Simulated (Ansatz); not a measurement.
# YAl3N4: the cost of one run

Method: DFT PBE, scalar-relativistic, plane waves, PAW, in Ansatz 0.2.0.

### 1 The structure to begin with

It takes space group P4/mmm (No. 123, tetragonal). The conventional cell has a = 3.406 Å, b = 3.406 Å, c = 9.633 Å, α = 90.00°, β = 90.00°, γ = 90.00°. Y (site symmetry 4/mmm) is surrounded by 6 N at 2.41 Å. Around Al (site symmetry 4/mmm) lie 6 N at 2.41 Å. Al (site symmetry 4mm) has 6 N at 2.41 Å as nearest neighbours. N (site symmetry 4mm) is surrounded by 5 Al at 2.41 Å and 1 Y at 2.41 Å. Around N (site symmetry 4/mmm) lie 4 Y at 2.41 Å and 2 Al at 2.41 Å. Around N (site symmetry 4/mmm) lie 6 Al at 2.41 Å.

Coordinates:

```xyz
8
Lattice="3.4059 0.0000 0.0000 0.0000 3.4059 0.0000 0.0000 0.0000 9.6334" Properties=species:S:1:pos:R:3 pbc="T T T"
Y     0.0000    0.0000    4.8167
Al    0.0000    0.0000    0.0000
Al    1.7030    1.7030    2.4083
Al    1.7030    1.7030    7.2250
N     0.0000    0.0000    2.4083
N     1.7030    1.7030    4.8167
N     0.0000    0.0000    7.2250
N     1.7030    1.7030    0.0000
```

The start is an ordering of an alloy on its end members' structure types: elements ordered on the sites of the AlN type, Al/Y on Al (P4/mmm, No. 123).

### 2 A first look at the guess

Contents of input.yaml:

```yaml
crystal:
  lattice:
    - [3.40590723, 0.0, 0.0]
    - [0.0, 3.40590723, 0.0]
    - [0.0, 0.0, 9.6333604]
  atoms:
    - { symbol: "Y", position: [0.0, 0.0, 0.5] }
    - { symbol: Al, position: [0.0, 0.0, 0.0] }
    - { symbol: Al, position: [0.5, 0.5, 0.25] }
    - { symbol: Al, position: [0.5, 0.5, 0.75] }
    - { symbol: "N", position: [0.0, 0.0, 0.25] }
    - { symbol: "N", position: [0.5, 0.5, 0.5] }
    - { symbol: "N", position: [0.0, 0.0, 0.75] }
    - { symbol: "N", position: [0.5, 0.5, 0.0] }
basis:
  ecutwfc: 420
kpoints:
  mp_grid: { grid: [6, 6, 2] }
hamiltonian:
  xc: pbe
scf:
  occupations: { method: gaussian, width: 0.1 }
  lower_state_search: "off"
output:
  forces: true
  stress: true
  eigenvalues: true
```

Command:

```
$ ansatz run input.yaml --threads 1 --pin off --max-ram 2560MiB --backend cpu --events-out ev --progress --plain --runs-dir out
```

**Question.** How long does this run take on 1 thread of AMD EPYC 9R45 (Zen 5), shared host, and how much memory does it need?

About 1.6 s, with a peak of 0.4 GiB.
